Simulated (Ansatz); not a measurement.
# UBHLYP/def2-SVP run of Si2NH5F (SMILES N[Si](F)[SiH3])

What is the vertical doublet–quartet gap of Si2NH5F at UBHLYP/def2-SVP? 

Program for the calculation: Ansatz 0.2.0.

65 further runs of the same task are left out: 65 set aside as unsound or not needed.

### 1 The structure to begin with

Si2NH5F: 9 atoms, total charge 0, spin state doublet. SMILES: `N[Si](F)[SiH3]`. The coordinates come from a PBE0-D4/def2-TZVP relaxation. This is one conformer, not always the lowest.

Bond lengths: N1–Si2 1.703 Å, Si2–F3 1.616 Å, Si2–Si4 2.346 Å, N1–H5 1.007 Å, N1–H6 1.008 Å, Si4–H7 1.485 Å, Si4–H8 1.492 Å, Si4–H9 1.486 Å. Some angles: N1–Si2–F3 112.7°, N1–Si2–Si4 109.4°, F3–Si2–Si4 108.8°, Si2–N1–H5 122.8°, Si2–N1–H6 123.0°, Si2–Si4–H7 109.3°, Si2–Si4–H8 112.4°, Si2–Si4–H9 108.4°, H5–N1–H6 112.1°, H7–Si4–H8 108.9°.

### 2 A single-point energy at UBHLYP/def2-SVP

input.yaml

```yaml
crystal:
  periodic: [false, false, false]
  atoms:
    - {symbol: "N", position_ang: [-0.977000, 1.372900, -0.683600]}
    - {symbol: Si, position_ang: [-0.847900, -0.322400, -0.578100]}
    - {symbol: F, position_ang: [-0.495500, -1.010700, -1.997200]}
    - {symbol: Si, position_ang: [0.823900, -0.883000, 0.969100]}
    - {symbol: H, position_ang: [-1.742300, 1.833700, -1.147400]}
    - {symbol: H, position_ang: [-0.198200, 1.993200, -0.528800]}
    - {symbol: H, position_ang: [1.132000, -2.331800, 0.856500]}
    - {symbol: H, position_ang: [2.078500, -0.103500, 0.756900]}
    - {symbol: H, position_ang: [0.315000, -0.594800, 2.335600]}
basis:
  gaussian:
    orbitals: def2-SVP
magnetization:
  spin_polarized: true
  initial_magnetization: 1
hamiltonian:
  xc: {name: BHLYP}
accuracy: high
output: {orbitals: {seedname: orbitals}}
```

Run with:

```sh
$ ansatz run input.yaml --threads 1 --pin off --max-ram 3480MiB --events-out events.jsonl --progress --plain --runs-dir runs
```

The program printed:

```text
Warning: RAYON_NUM_THREADS=1 ignored (pool sized by the plan → 1); use --threads N
Functional definition: BHLYP
  name "BHLYP"
  parameter a = 0.5
  exchange = (1 - a)*b88_x + a*exact_x
  correlation = lyp_c
1921 factors; integrals over basis functions are off by at most 3.4e-9 eV
mean field evaluation 1: about -20029.3548 eV, gradient 3.5e1 eV
mean field evaluation 2: about -20028.6801 eV, gradient 3.7e1 eV
mean field evaluation 4: about -20034.0219 eV, gradient 4.3e-1 eV
mean field evaluation 8: about -20034.0823 eV, gradient 1.2e-1 eV
mean field evaluation 16: about -20034.0824 eV, gradient 2.3e-4 eV
mean field -20034.08240860 eV, -736.2389489272 hartree, gradient 8.1e-8 eV, S^2 0.753153; 0 other end points of the search recorded, 0 dependent functions left out
reference -20034.08243723 eV, -736.2389499793 hartree; 25, 24 occupied and 64, 65 virtual orbitals, 1921 factors
Total energy: -20034.08243723 eV, -736.2389499793 hartree
```

It took 13 s on 1 thread of Arm Neoverse V2, shared host; peak memory 0.43 GiB.

### 3 The quartet at the same level

in.yaml

```yaml
crystal:
  periodic: [false, false, false]
  atoms:
    - {symbol: "N", position_ang: [-0.977000, 1.372900, -0.683600]}
    - {symbol: Si, position_ang: [-0.847900, -0.322400, -0.578100]}
    - {symbol: F, position_ang: [-0.495500, -1.010700, -1.997200]}
    - {symbol: Si, position_ang: [0.823900, -0.883000, 0.969100]}
    - {symbol: H, position_ang: [-1.742300, 1.833700, -1.147400]}
    - {symbol: H, position_ang: [-0.198200, 1.993200, -0.528800]}
    - {symbol: H, position_ang: [1.132000, -2.331800, 0.856500]}
    - {symbol: H, position_ang: [2.078500, -0.103500, 0.756900]}
    - {symbol: H, position_ang: [0.315000, -0.594800, 2.335600]}
basis:
  gaussian:
    orbitals: def2-SVP
magnetization:
  spin_polarized: true
  initial_magnetization: 3
hamiltonian:
  xc: {name: BHLYP}
accuracy: high
output:
  orbitals: {seedname: orbitals}
```

Run with:

```sh
$ ansatz run in.yaml --threads 1 --pin off --max-ram 3480MiB --events-out events.jsonl --progress --plain --runs-dir runs
```

The program printed:

```text
Warning: RAYON_NUM_THREADS=1 ignored (pool sized by the plan → 1); use --threads N
[... 5 set-up lines as earlier in the session ...]
1922 factors; integrals over basis functions are off by at most 3.4e-9 eV
mean field evaluation 1: about -20021.5811 eV, gradient 3.4e1 eV
mean field evaluation 2: about -20014.8007 eV, gradient 5.0e1 eV
mean field evaluation 4: about -20026.8041 eV, gradient 5.4e0 eV
mean field evaluation 8: about -20027.0850 eV, gradient 1.4e0 eV
mean field evaluation 16: about -20027.4774 eV, gradient 4.2e-5 eV
mean field -20027.47736071 eV, -735.9962178944 hartree, gradient 3.8e-8 eV, S^2 3.757091; 4 other end points of the search recorded, 0 dependent functions left out
reference -20027.47739099 eV, -735.9962190073 hartree; 26, 23 occupied and 63, 66 virtual orbitals, 1922 factors
Total energy: -20027.47739099 eV, -735.9962190073 hartree
```

It took 16 s on 1 thread of Arm Neoverse V2, shared host; peak memory 0.43 GiB.

### 4 Outcome

Level: UBHLYP/def2-SVP.

| quantity | value |
| --- | --- |
| doublet: total energy | -736.23895 Eh |
| doublet: HOMO energy (highest over α and β) | -6.69 eV |
| doublet: LUMO energy (lowest over α and β) | -1.32 eV |
| doublet: ⟨S²⟩ | 0.753 |
| quartet: total energy | -735.99622 Eh |
| quartet: HOMO energy (highest over α and β) | -2.44 eV |
| quartet: ⟨S²⟩ | 3.757 |
| vertical energy of the quartet above the doublet | 6.605 eV |

What this shows: At this shape the quartet lies 6.61 eV (637 kJ/mol) above the doublet.
